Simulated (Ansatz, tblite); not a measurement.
# AsH2(SiH3) (SiAsH₅): rung by rung, part 2 of 2

How do method and basis change the picture of AsH2(SiH3) (SiAsH₅) (singlet)?

Ansatz 0.2.0, Gaussian basis; as each input shows. Earlier steps stand in the parts before.

### Step 17. PBE-D4/def2-TZVPD

in.yaml reads:

```yaml
crystal:
  periodic: [false, false, false]
  atoms:
    - {symbol: As, position_ang: [0.611343, 1.016001, 1.047915]}
    - {symbol: H, position_ang: [1.815703, 1.023101, 0.117909]}
    - {symbol: H, position_ang: [-0.097941, 2.077273, 0.219648]}
    - {symbol: Si, position_ang: [-0.413122, -0.735831, -0.172021]}
    - {symbol: H, position_ang: [-0.391992, -0.528717, -1.642053]}
    - {symbol: H, position_ang: [-1.822698, -0.852827, 0.280056]}
    - {symbol: H, position_ang: [0.298698, -1.999000, 0.148536]}
basis:
  gaussian: {orbitals: def2-TZVPD, initial_orbitals: start.molden}
hamiltonian: {xc: pbe, dispersion: d4}
scf: {omitted_lower_state_checks: [starts]}
output: {orbitals: {seedname: orbitals}}
```

On the command line:

```console
$ ansatz run in.yaml --threads 4 --pin off --events-out ev --progress --plain --max-ram 3916MiB
```

The program printed:

```text
Functional definition: PBE
  name "PBE"
  cite "Perdew, Burke & Ernzerhof, Phys. Rev. Lett. 77, 3865 (1996) doi:10.1103/PhysRevLett.77.3865"
  parent pbe
  parameter kappa = 0.804
  parameter beta = 0.06672455060314922
  exchange = pbe_x(kappa = kappa, mu = beta*pi^2/3)
  correlation = pbe_c(beta = beta)
these checks for a lower state are left out or cut short: starts
937 factors; their error is unknown
mean field evaluation 1: about -68786.9541 eV, gradient 1.3e1 eV
mean field evaluation 2: about -68787.0512 eV, gradient 1.4e-1 eV
mean field evaluation 4: about -68787.0368 eV, gradient 1.7e-4 eV
mean field -68787.03683468 eV, -2527.8769781462 hartree, gradient 2.6e-5 eV, S^2 0.000000; 0 other end points of the search recorded, 0 dependent functions left out
reference -68787.03687659 eV, -2527.8769796866 hartree; 26, 26 occupied and 116, 116 virtual orbitals, 937 factors
Total energy: -68787.16193260 eV, -2527.8815754102 hartree
Checks for a lower state left out: starts
```

It took 0.8 s on 4 threads of Arm Neoverse V2, shared host.

From the report: HOMO -6.54 eV, LUMO -0.85 eV.

### Step 18. r2SCAN-D4/def2-TZVPD

Changes to in.yaml since step 17:

```diff
@@ -12,3 +12,3 @@
   gaussian: {orbitals: def2-TZVPD, initial_orbitals: start.molden}
-hamiltonian: {xc: pbe, dispersion: d4}
+hamiltonian: {xc: r2scan, dispersion: d4}
 scf: {omitted_lower_state_checks: [starts]}
```

Same command.

The program printed:

```text
Functional definition: r2SCAN
  name "r2SCAN"
  cite "Furness, Kaplan, Ning, Perdew & Sun, J. Phys. Chem. Lett. 11, 8208 (2020) doi:10.1021/acs.jpclett.0c02405"
  cite "Furness, Kaplan, Ning, Perdew & Sun, J. Phys. Chem. Lett. 11, 9248 (2020) doi:10.1021/acs.jpclett.0c03077"
  parent r2scan
  parameter k0 = 0.174
  parameter k1 = 0.065
  parameter a1 = 4.9479
  exchange = r2scan_x(k0 = k0, k1 = k1, a1 = a1)
  correlation = r2scan_c
these checks for a lower state are left out or cut short: starts
937 factors; their error is unknown
mean field evaluation 1: about -68799.5059 eV, gradient 1.1e1 eV
mean field evaluation 2: about -68799.5563 eV, gradient 8.7e-2 eV
mean field evaluation 4: about -68799.5419 eV, gradient 6.7e-5 eV
mean field -68799.54188997 eV, -2528.3365304518 hartree, gradient 2.7e-5 eV, S^2 0.000000; 0 other end points of the search recorded, 0 dependent functions left out
reference -68799.54190251 eV, -2528.3365309128 hartree; 26, 26 occupied and 116, 116 virtual orbitals, 937 factors
Total energy: -68799.56980984 eV, -2528.3375564884 hartree
Checks for a lower state left out: starts
```

It took 1.6 s on 4 threads of Arm Neoverse V2, shared host.

From the report: HOMO -6.78 eV, LUMO -0.45 eV.

### Step 19. CCSD(T)/def2-TZVPP

Changes to in.yaml since step 18:

```diff
@@ -11,4 +11,4 @@
 basis:
-  gaussian: {orbitals: def2-TZVPD, initial_orbitals: start.molden}
-hamiltonian: {xc: r2scan, dispersion: d4}
+  gaussian: {orbitals: def2-TZVPP, initial_orbitals: start.molden}
+correlation: {method: ccsd_t}
 scf: {omitted_lower_state_checks: [starts]}
```

Launched as before.

The program printed (excerpt; [...] marks lines left out):

```text
Functional definition: HF
  name "HF"
  cite "Fock, Z. Phys. 61, 126 (1930) doi:10.1007/BF01340294"
  parent pbe
[...]
933 factors; integrals over basis functions are off by at most 1.1e-3 eV
[...]
mean field -68737.32220728 eV, -2526.0499992871 hartree, gradient 7.2e-6 eV, S^2 0.000000; 0 other end points of the search recorded, 0 dependent functions left out
14 core orbitals not correlated: weight in the atoms' cores, before any rotation towards them, 1.000 or more for the frozen orbitals, at most 0.000 for the correlated occupied ones
reference -68737.32220728 eV, -2526.0499992871 hartree; 12, 12 occupied and 134, 134 virtual orbitals, 933 factors
second order -11.16001862 eV of doubles, -0.00000000 eV of singles
cycle   1  -11.67102711 eV  change   -5.1e-1 eV  update   8.3e-2
[...]
cycle   9  -12.12356410 eV  change    3.5e-6 eV  update   9.0e-6
perturbative correction -0.41597196 eV, -0.0152866874 hartree
Total energy: -68749.86174334 eV, -2526.5108187377 hartree
Checks for a lower state left out: starts
```

It took 10 s on 4 threads of Arm Neoverse V2, shared host; peak memory 1.1 GiB.

Report: Hartree-Fock HOMO -9.90 eV, LUMO 3.11 eV; T1 0.011.

### Step 20. MP2/def2-TZVP

Changes to in.yaml since step 19:

```diff
@@ -11,4 +11,4 @@
 basis:
-  gaussian: {orbitals: def2-TZVPP, initial_orbitals: start.molden}
-correlation: {method: ccsd_t}
+  gaussian: {orbitals: def2-TZVP, initial_orbitals: start.molden}
+correlation: {method: mp2}
 scf: {omitted_lower_state_checks: [starts]}
```

Launched as before.

The program printed:

```text
Functional definition: HF
  name "HF"
  cite "Fock, Z. Phys. 61, 126 (1930) doi:10.1007/BF01340294"
  parent pbe
  exchange = exact_x
  correlation = 0
these checks for a lower state are left out or cut short: starts
792 factors; integrals over basis functions are off by at most 1.3e-3 eV
mean field evaluation 1: about -68736.5915 eV, gradient 2.8e1 eV
mean field evaluation 2: about -68737.1703 eV, gradient 7.9e-1 eV
mean field evaluation 4: about -68737.2981 eV, gradient 5.2e-3 eV
mean field evaluation 8: about -68737.2981 eV, gradient 2.5e-6 eV
mean field -68737.29812166 eV, -2526.0491141568 hartree, gradient 3.2e-6 eV, S^2 0.000000; 0 other end points of the search recorded, 0 dependent functions left out
14 core orbitals not correlated: weight in the atoms' cores, before any rotation towards them, 1.000 or more for the frozen orbitals, at most 0.000 for the correlated occupied ones
reference -68737.29812166 eV, -2526.0491141568 hartree; 12, 12 occupied and 89, 89 virtual orbitals, 792 factors
second order -10.68695010 eV of doubles, -0.00000000 eV of singles
Total energy: -68747.98507176 eV, -2526.4418523292 hartree
Checks for a lower state left out: starts
```

Run time: 0.5 s. Hardware: 4 threads of Arm Neoverse V2, shared host.

Report: Hartree-Fock HOMO -9.90 eV, LUMO 3.14 eV.

### Step 21. RPA/def2-TZVP

Changes to in.yaml since step 20:

```diff
@@ -12,4 +12,4 @@
   gaussian: {orbitals: def2-TZVP, initial_orbitals: start.molden}
-correlation: {method: mp2}
+hamiltonian: {xc: pbe}
+correlation: {method: rpa}
 scf: {omitted_lower_state_checks: [starts]}
-output: {orbitals: {seedname: orbitals}}
```

The command is unchanged.

The program printed:

```text
Functional definition: PBE
  name "PBE"
  cite "Perdew, Burke & Ernzerhof, Phys. Rev. Lett. 77, 3865 (1996) doi:10.1103/PhysRevLett.77.3865"
  parent pbe
  parameter kappa = 0.804
  parameter beta = 0.06672455060314922
  exchange = pbe_x(kappa = kappa, mu = beta*pi^2/3)
  correlation = pbe_c(beta = beta)
these checks for a lower state are left out or cut short: starts
792 factors; integrals over basis functions are off by at most 1.3e-3 eV
mean field evaluation 1: about -68786.9457 eV, gradient 1.0e1 eV
mean field evaluation 2: about -68787.0217 eV, gradient 9.6e-2 eV
mean field evaluation 4: about -68787.0157 eV, gradient 1.1e-4 eV
mean field -68787.01569507 eV, -2527.8762012801 hartree, gradient 9.5e-6 eV, S^2 0.000000; 0 other end points of the search recorded, 0 dependent functions left out
14 core orbitals not correlated: weight in the atoms' cores, before any rotation towards them, 1.000 or more for the frozen orbitals, at most 0.000 for the correlated occupied ones
reference -68736.20667346 eV, -2526.0090041755 hartree; 12, 12 occupied and 89, 89 virtual orbitals, 792 factors
Total energy: -68754.92929943 eV, -2526.6970479892 hartree
Checks for a lower state left out: starts
```

Run time: 0.95 s. Hardware: 4 threads of Arm Neoverse V2, shared host.

### Step 22. CCSD(T)/def2-TZVPD

Changes to in.yaml since step 21:

```diff
@@ -11,5 +11,5 @@
 basis:
-  gaussian: {orbitals: def2-TZVP, initial_orbitals: start.molden}
-hamiltonian: {xc: pbe}
-correlation: {method: rpa}
+  gaussian: {orbitals: def2-TZVPD, initial_orbitals: start.molden}
+correlation: {method: ccsd_t}
 scf: {omitted_lower_state_checks: [starts]}
+output: {orbitals: {seedname: orbitals}}
```

Same command.

The program printed (excerpt; [...] marks lines left out):

```text
Functional definition: HF
  name "HF"
  cite "Fock, Z. Phys. 61, 126 (1930) doi:10.1007/BF01340294"
  parent pbe
[...]
990 factors; integrals over basis functions are off by at most 1.0e-3 eV
[...]
mean field -68737.31856595 eV, -2526.0498654707 hartree, gradient 2.2e-6 eV, S^2 0.000000; 0 other end points of the search recorded, 0 dependent functions left out
14 core orbitals not correlated: weight in the atoms' cores, before any rotation towards them, 1.000 or more for the frozen orbitals, at most 0.000 for the correlated occupied ones
reference -68737.31856595 eV, -2526.0498654707 hartree; 12, 12 occupied and 116, 116 virtual orbitals, 990 factors
second order -10.79576624 eV of doubles, -0.00000000 eV of singles
cycle   1  -11.36164145 eV  change   -5.7e-1 eV  update   8.5e-2
[...]
cycle   9  -11.82404803 eV  change    4.0e-6 eV  update   1.1e-5
perturbative correction -0.40489951 eV, -0.0148797827 hartree
Total energy: -68749.54751350 eV, -2526.4992710039 hartree
Checks for a lower state left out: starts
```

Wall time 6.5 s (4 threads of Arm Neoverse V2, shared host); peak memory 0.82 GiB.

Report: Hartree-Fock HOMO -9.90 eV, LUMO 1.82 eV; T1 0.012.

### Step 23. Comparison

```
               level  functions  HOMO (eV)  LUMO (eV)  gap (eV)    time
           HF/STO-3G         32      -7.25       9.43     16.68   0.1 s
       LDA/def2-TZVP        115      -6.63      -0.86      5.77  0.35 s
     PBE-D4/def2-SVP         75      -6.47      -0.38      6.09   0.4 s
    PBE-D4/def2-TZVP        115      -6.51      -0.64      5.87  0.65 s
   PBE-D4/def2-TZVPD        142      -6.54      -0.85      5.68   0.8 s
 r2SCAN-D4/def2-TZVP        115      -6.77      -0.33      6.44   1.1 s
r2SCAN-D4/def2-TZVPD        142      -6.78      -0.45      6.33   1.6 s
r2SCANh-D4/def2-TZVP        115      -7.16      -0.05      7.11   1.2 s
    PBE0-D4/def2-SVP         75      -7.56       0.45      8.01   0.5 s
   PBE0-D4/def2-TZVP        115      -7.56       0.17      7.73  0.91 s
  PBE0-D4/def2-TZVPD        142      -7.58      -0.14      7.44  0.95 s
r2SCAN0-D4/def2-TZVP        115      -7.74       0.36      8.10   1.3 s
  HSE06-D4/def2-TZVP        115      -7.17      -0.20      6.97  0.75 s
  BHLYP-D4/def2-TZVP        115      -8.47       1.02      9.49  0.75 s
   ωB97X-V/def2-TZVP        115      -9.77       2.14     11.90   1.8 s
   ωB97M-V/def2-TZVP        115      -9.63       1.83     11.47   2.4 s
```

Energy pieces by basis (eV):

```
     basis           HF  MP2 correlation  CCSD correlation      (T)              total
def2-TZVPP  -68737.3222         -11.1600          -12.1236  -0.4160        -68749.8617
 def2-TZVP  -68737.2981         -10.6870                             -68747.9851 (MP2)
def2-TZVPD  -68737.3186         -10.7958          -11.8240  -0.4049        -68749.5475
```

### Step 24. Binding energy

Free atoms were run apart at each level; binding is atoms less cluster, divided by the number of atoms, without zero-point or spin-orbit terms.

Differences are taken before rounding.

```
              method  binding an atom (eV)  from CCSD(T)/def2-TZVPP (eV)    time
           HF/STO-3G                 2.872                        +0.221   0.1 s
        HF/def2-TZVP                 1.964                        -0.688        
       HF/def2-TZVPD                 1.965                        -0.686        
       HF/def2-TZVPP                 1.967                        -0.684        
       LDA/def2-TZVP                 3.023                        +0.372  0.35 s
     PBE-D4/def2-SVP                 2.672                        +0.021   0.4 s
    PBE-D4/def2-TZVP                 2.681                        +0.030  0.65 s
   PBE-D4/def2-TZVPD                 2.682                        +0.031   0.8 s
 r2SCAN-D4/def2-TZVP                 2.708                        +0.057   1.1 s
r2SCAN-D4/def2-TZVPD                 2.710                        +0.058   1.6 s
r2SCANh-D4/def2-TZVP                 2.699                        +0.048   1.2 s
    PBE0-D4/def2-SVP                 2.655                        +0.004   0.5 s
   PBE0-D4/def2-TZVP                 2.668                        +0.016  0.91 s
  PBE0-D4/def2-TZVPD                 2.669                        +0.018  0.95 s
r2SCAN0-D4/def2-TZVP                 2.686                        +0.035   1.3 s
  HSE06-D4/def2-TZVP                 2.666                        +0.015  0.75 s
  BHLYP-D4/def2-TZVP                 2.694                        +0.043  0.75 s
   ωB97X-V/def2-TZVP                 2.756                        +0.105   1.8 s
   ωB97M-V/def2-TZVP                 2.709                        +0.058   2.4 s
       MP2/def2-TZVP                 2.516                        -0.135   0.5 s
      MP2/def2-TZVPD                 2.527                        -0.124        
     CCSD/def2-TZVPD                 2.580                        -0.072        
     CCSD/def2-TZVPP                 2.626                        -0.025        
  CCSD(T)/def2-TZVPD                 2.603                        -0.048   6.5 s
  CCSD(T)/def2-TZVPP                 2.651                             0    10 s
```

Among the levels timed on like hardware and quicker than the yardstick, those that no quicker one beats, quickest first: HF/STO-3G (0.1 s, +0.221 eV); PBE-D4/def2-SVP (0.4 s, +0.021 eV); PBE0-D4/def2-SVP (0.5 s, +0.004 eV).

### Step 25. What came out

What follows sums up all 2 parts.

| quantity | value |
| --- | --- |
| gap in def2-TZVP, named functionals, smallest and largest | 5.77 eV (LDA), 11.90 eV (ωB97X-V) |
| correlation energy, CCSD(T)/def2-TZVPP | -12.54 eV |
| correlation energy, MP2/def2-TZVP | -10.69 eV |
| correlation energy, CCSD(T)/def2-TZVPD | -12.23 eV |
| binding an atom, CCSD(T)/def2-TZVPP | 2.651 eV |
| PBE0 total energy, smallest basis above largest | 10.34 eV (def2-SVP, def2-TZVPD) |

In words: Orbital gaps of the named functionals in def2-TZVP span 5.77 eV (LDA) to 11.90 eV (ωB97X-V); exact exchange widens it. A small miss in a minimal or small basis is a cancelling of errors, not accuracy. The functionals in def2-TZVP miss CCSD(T)/def2-TZVPP by +0.015 (HSE06-D4) to +0.372 eV (LDA) an atom. The reference is CCSD(T) in one finite basis, so it carries an error of its own, often a tenth of an eV or more, and near misses can't be ranked.

PBE0-D4/def2-SVP reaches 0.004 eV from the reference in 0.5 s, where CCSD(T)/def2-TZVPP took 10 s; the quickest level in the cost chart, HF/STO-3G, takes 0.1 s and misses by 0.221 eV. The slowest run with a step of its own, CCSD(T)/def2-TZVPP, took 10 s; the quickest functional in def2-TZVP took 0.35 s (shared host).
